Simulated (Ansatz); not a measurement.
# MgSe+ (quartet): from Hartree-Fock to the top rungs, cc-pVTZ

An exercise on one series of results from a longer session: the logs are not shown, and one member is left open.

Program: Ansatz 0.2.0, Gaussian basis. Level of theory: cc-pVTZ, core rule «outside noble gas», up to 19 orbitals frozen. These are calculated values, not measurements.

To be run: UHF; CCSD(T) on ROHF; CCSD(T) on UHF; BCCD(T) on ROHF; CISD; CCSDT(Q) on ROHF; CCSDT(Q) on UHF.

13 further runs of the same task are left out: 5 for a known fault of the program, 3 that didn't finish, 5 set aside as unsound or not needed.

## What is computed

The geometry is a PBE0/def2-TZVP stationary point (not a proven minimum) of the parent state, kept for this charge and spin. No spin-orbit coupling is included. The filled d shell of Se may be among the frozen orbitals whatever the setting's name suggests; the logs give the count.

2 atoms, charge 1, spin multiplicity 4.

Atoms are counted from 1 here; the program's logs count them from 0.

Bond lengths: Se1–Mg2 2.369 Å.

The first run:

in.yaml

```yaml
crystal:
  periodic: [false, false, false]
  atoms:
    - {symbol: Se, position_ang: [0.000000, 0.000000, 0.000000]}
    - {symbol: Mg, position_ang: [0.000000, 0.000000, 2.369500]}
basis:
  gaussian: {orbitals: cc-pVTZ}
total_charge: 1
magnetization: {spin_polarized: true, initial_magnetization: 3}
hamiltonian: {xc: hf}
output: {orbitals: {seedname: orbitals}}
```

On the command line:

```sh
> ansatz run in.yaml --threads 1 --pin off --events-out ev --progress --plain --max-ram 2393MiB
```

Steps of the session up to this table: UHF; CCSD(T) on ROHF; CCSD(T) on UHF; BCCD(T) on ROHF; CISD; CCSDT(Q) on ROHF; CCSDT(Q) on UHF.

One of the session's tables, all rows but one given; the rest of the session is left out.

```
   method  from UCCSDT(Q) (kJ/mol)
     ROHF                   +355.6
      UHF                        ?
     RMP2                    +64.8
     UMP2                    +66.7
     CISD                    +22.5
    RCCSD                    +14.8
    UCCSD                    +13.4
 RCCSD(T)                     +3.3
 UCCSD(T)                     +2.3
  BCCD(T)                     +3.3
   RCCSDT                     +1.4
   UCCSDT                     +0.3
RCCSDT(Q)                     +1.1
UCCSDT(Q)                        0
```

Estimate the missing values for UHF.

The run gave: from UCCSDT(Q) (kJ/mol): +341.4. In the column «from UCCSDT(Q) (kJ/mol)» it lies between UMP2 (+66.7) and ROHF (+355.6).

Limits of these values: Restricted and unrestricted rows rest on different reference determinants; where their highest levels disagree by more than a few hundredths of an eV, they describe different states and don't form one ladder.
